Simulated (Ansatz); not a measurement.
# SbHCl radical: functionals against CCSD(T) at one geometry

An exercise on one series of results from a longer session: the logs are not shown, and one member is left open.

Program: Ansatz 0.2.0, Gaussian basis. Level of theory: single points in def2-TZVPP. These are calculated values, not measurements.

Cores are frozen in the correlated methods. Filled d shells of the heavier atoms are correlated. Core potentials replace the inner electrons past krypton, and spin-orbit coupling is left out. Orbitals are unrestricted. B3LYP uses VWN-RPA correlation.

## The starting structure

SMILES `[Cl][SbH]`, 3 atoms, charge 0, spin multiplicity 2.

Atoms are counted from 1 here; the program's logs count them from 0.

Bond lengths: Cl1–Sb2 2.449 Å, Sb2–H3 1.673 Å. Angles: Cl1–Sb2–H3 96.6°.

Geometry (Å):

```xyz
3

Cl    1.5472    0.2137    0.9064
Sb   -0.5481    0.6542   -0.2820
H    -0.8804   -0.9367   -0.6805
```

The first run:

Contents of run/in.yaml:

```yaml
crystal:
  periodic: [false, false, false]
  atoms:
    - {symbol: Cl, position_ang: [1.547200, 0.213700, 0.906400]}
    - {symbol: Sb, position_ang: [-0.548100, 0.654200, -0.282000]}
    - {symbol: H, position_ang: [-0.880400, -0.936700, -0.680500]}
basis:
  gaussian: {orbitals: def2-TZVPP}
magnetization: {spin_polarized: true, initial_magnetization: 1}
correlation: {method: ccsd_t}
scf: {omitted_lower_state_checks: [cluster_reference]}
output: {forces: true}
```

No record of the launch command was kept for these runs.

Steps of the session up to this table: CCSD(T)/def2-TZVPP; PBE0-D4/def2-TZVPP; wB97M-V/def2-TZVPP; r2SCAN-D4/def2-TZVPP; PBE-D4/def2-TZVPP; wB97X-V/def2-TZVPP; B3LYP-D4/def2-TZVPP.

One of the session's tables, all rows but one given; the rest of the session is left out.

| method | RMS force component (eV/Å) | angle to CCSD(T) forces (°) | dipole (D) |
| --- | --- | --- | --- |
| CCSD(T) | 0.574 | reference | 2.69 |
| PBE0-D4 | 0.631 | 5.6 | 2.73 |
| wB97M-V | 0.601 | 1.0 | 2.85 |
| r2SCAN-D4 | 0.596 | 8.5 | 2.63 |
| PBE-D4 | 0.601 | 21.7 | 2.49 |
| wB97X-V | 0.646 | 1.9 | 2.90 |
| B3LYP-D4 | ? | ? | ? |

**Question.** Estimate the row for B3LYP-D4.

**Answer.** RMS force component (eV/Å): 0.534; angle to CCSD(T) forces (°): 17.6; dipole (D): 2.71. In the column «RMS force component (eV/Å)» it is the lowest.
